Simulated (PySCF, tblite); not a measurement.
**C6H14OSi2: geometry, infrared bands and NMR shifts**

Aim: predict the infrared bands and NMR shifts of C6H14OSi2 (`C=CC[C@]1(C)C[SiH2]O[SiH2]1`).

The runs use tblite 0.8.0 and PySCF 2.14.0, with density-fitted response routines of our own; the level of theory stands in each step. All values are computed, except where a source is named. Atoms count from 0, in the outputs and in this text.

### Step 1. The starting structure

23 atoms, charge 0, multiplicity 1; geometry from: force field or distance geometry start.

Bonds of the start (Å): C0–C1 1.34, C1–C2 1.50, C2–C3 1.53, C3–C4 1.49, C3–C5 1.54, C5–Si6 1.87, Si6–O7 1.71, O7–Si8 1.71, Si8–C3 1.84, C0–H9 1.09, C0–H10 1.11, C1–H11 1.08, C2–H12 1.09, C2–H13 1.08, C4–H14 1.13, C4–H15 1.10, C4–H16 1.11, C5–H17 1.13, C5–H18 1.09, Si6–H19 1.46, Si6–H20 1.48, Si8–H21 1.47, Si8–H22 1.48.

### Step 2. Relaxing the molecule with GFN2-xTB

What the job is given:

```
{"job": {"kind": "relax", "xc": "GFN2-xTB", "basis": "xTB"}, "charge": 0, "multiplicity": 1}
C      2.869200     0.823900     1.154500
C      2.180200     0.084800     0.279100
C      0.962600    -0.598600     0.830200
C     -0.209600    -0.079000     0.000800
C     -0.402500     1.394200     0.089900
C     -1.465100    -0.714000     0.635800
Si    -2.662900    -0.523800    -0.785700
O     -1.775900    -1.107500    -2.132000
Si    -0.156900    -0.787900    -1.699200
H      3.775500     1.367700     0.876300
H      2.507500     0.921100     2.196000
H      2.497000    -0.039400    -0.741200
H      1.120100    -1.673800     0.706700
H      0.861900    -0.345100     1.879800
H      0.579800     1.940900     0.135500
H     -0.966000     1.815200    -0.759100
H     -0.982400     1.621200     1.005900
H     -1.787000    -0.103600     1.527200
H     -1.297400    -1.762900     0.898100
H     -3.892900    -1.276500    -0.581200
H     -2.898300     0.928500    -0.943200
H      0.490100     0.174100    -2.605300
H      0.648300    -2.032500    -1.686000
```

Started as:

```console
$ OMP_NUM_THREADS=1 python probes_run.py task.json out
```

One launch serves the whole session: the jobs run in the order shown.

**Question.** This job is followed by: GFN2-xTB harmonic vibrations, gas phase; GIAO PBE0/pcSseg-1 NMR shielding, non-relativistic, gas phase. Predict these results of the whole session: strongest single infrared mode (GFN2-xTB); zero-point energy (GFN2-xTB); ¹³C shifts against TMS (PBE0/pcSseg-1); ¹H shifts against TMS (PBE0/pcSseg-1, means over atoms taken as alike); ²⁹Si shifts against TMS (PBE0/pcSseg-1); ¹⁷O shifts against H2O (PBE0/pcSseg-1).

The runs gave:

| quantity | value |
| --- | --- |
| strongest single infrared mode (GFN2-xTB) | 2281 cm⁻¹, 732 km/mol |
| zero-point energy (GFN2-xTB) | 113.0 kcal/mol |
| ¹³C shifts against TMS (PBE0/pcSseg-1) | 147.8, 123.2, 53.5, 30.2, 29.5, 26.3 ppm |
| ¹H shifts against TMS (PBE0/pcSseg-1, means over atoms taken as alike) | 5.66, 5.48, 5.34, 5.24, 5.23, 5.09, 4.98, 2.61, 2.09, 1.17, 1.13, 0.61 ppm |
| ²⁹Si shifts against TMS (PBE0/pcSseg-1) | 5.9, -4.0 ppm |
| ¹⁷O shifts against H2O (PBE0/pcSseg-1) | 30.2 ppm |

What this shows: Over 96 steps the energy fell by 1.086 eV; of the close pairs, C3–Si8 changed most, 1.843 to 1.923 Å. No mode is imaginary among the 63: a minimum at this level. The strongest single mode, at 2281 cm⁻¹, moves mainly H22. Unscaled tight-binding wavenumbers are off by several per cent, some by more. Its intensities can rank the bands wrongly. C1 (alkene CH) lies farthest downfield among carbon, at 147.8 ppm; an sp2 carbon of a C=C bond. H11 (hydrogen on an alkene CH) lies farthest downfield among hydrogen, at 5.66 ppm; attached to an sp2 carbon and in the plane of the double bond. At PBE0/pcSseg-1: The widest tensor belongs to C1: span 234 ppm, with a paramagnetic part of -220 ppm.
